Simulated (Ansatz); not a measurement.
# ZrSnTe: properties at the relaxed cell

An exercise on one series of results from a longer session: the logs are not shown, and one member is left open.

Program: Ansatz 0.2.0. Level of theory: DFT r2SCAN, scalar-relativistic, plane waves, PAW. These are calculated values, not measurements.

2 further runs of the same task are left out: 2 set aside as unsound or not needed.

## The structure to begin with

Symmetry: P4/nmm, No. 129, tetragonal system. The conventional cell has a = 4.093 Å, b = 4.093 Å, c = 8.794 Å, α = 90.00°, β = 90.00°, γ = 90.00°. Zr (site symmetry 4mm) has 5 Te at 3.07 to 3.13 Å and 4 Sn at 3.09 Å as nearest neighbours. Around Sn (site symmetry -4m2) lie 4 Sn at 2.89 Å and 4 Zr at 3.09 Å. Te (site symmetry 4mm) is surrounded by 5 Zr at 3.07 to 3.13 Å.

Coordinates:

```
Zr Sn Te
1.0
     4.09280    0.00000    0.00000
     0.00000    4.09280    0.00000
     0.00000    0.00000    8.79385
Zr Sn Te
2 2 2
Direct
  0.50000 0.00000 0.26355
  0.00000 0.50000 0.73645
  0.00000 0.00000 0.00000
  0.50000 0.50000 0.00000
  0.50000 0.00000 0.61982
  0.00000 0.50000 0.38018
```

It goes back to an entry of the Materials Project, which need not be the stable form.

This cell was relaxed beforehand with the same method: volume 24.55 Å³/atom, gap on the mesh none (metal).

The first run:

input.yaml reads:

```yaml
crystal:
  lattice:
    - [4.0514562816, 0.0, 0.0]
    - [0.0, 4.0514562816, 0.0]
    - [0.0, 0.0, 8.7050193569]
  atoms:
    - { symbol: Zr, position: [0.5, 0.0, 0.263551845] }
    - { symbol: Zr, position: [0.0, 0.5, 0.736448155] }
    - { symbol: Sn, position: [0.0, 0.0, 0.0] }
    - { symbol: Sn, position: [0.5, 0.5, 0.0] }
    - { symbol: Te, position: [0.5, 0.0, 0.6198232931] }
    - { symbol: Te, position: [0.0, 0.5, 0.3801767069] }
basis:
  ecutwfc: 500
kpoints:
  mp_grid: { grid: [10, 10, 4] }
hamiltonian:
  xc: r2scan
scf:
  occupations: { method: gaussian, width: 0.1 }
output:
  forces: true
  stress: true
  eigenvalues: true
relax:
  adjacent_minimum: "off"
  f_tol: 0.01
  max_steps: 30
  cell: { stress_tol: 0.1, fix: [volume] }
```

Launch:

```bash
$ ansatz run input.yaml --threads 2 --pin off --max-ram 5120MiB --backend cpu --events-out ev --progress --plain --runs-dir out
```

Steps of the session up to this table: Point at V/V0 = 0.97; Point at V/V0 = 1.03; Volume × 0.94; Point at V/V0 = 1.06; Point at V/V0 = 0.91; Point at V/V0 = 1.10; The cell scaled to 0.88 of its volume.

One table of the session follows, with a row left open; its other results are not shown here.

It belongs to the step «Fit of the equation of state». 

```
volume (Å³/atom)  energy above the lowest point (meV/atom)  pressure (GPa)
          21.605                                     122.3           14.96
          22.341                                      64.7           10.24
          23.078                                      27.1            6.25
          23.814                                         ?               ?
          24.551                                       0.0            0.00
          25.288                                       5.8           -2.43
          26.024                                      21.8           -4.47
          27.006                                      56.4           -6.70
```

**Question.** Estimate the row for volume (Å³/atom) = 23.814.

Worked estimate for «energy above the lowest point (meV/atom)». A straight line through the neighbours (23.078, 27.1) and (24.551, 0.0) gives 27.1 + (0.0 − 27.1) × (23.814 − 23.078) / (24.551 − 23.078) = 13.6; a parabola fitted to 4 rows on both sides gives 6.3.

As computed: energy above the lowest point (meV/atom): 6.4; pressure (GPa): 2.86. In «energy above the lowest point (meV/atom)» the line misses by +7.2 and the parabola by -0.1.
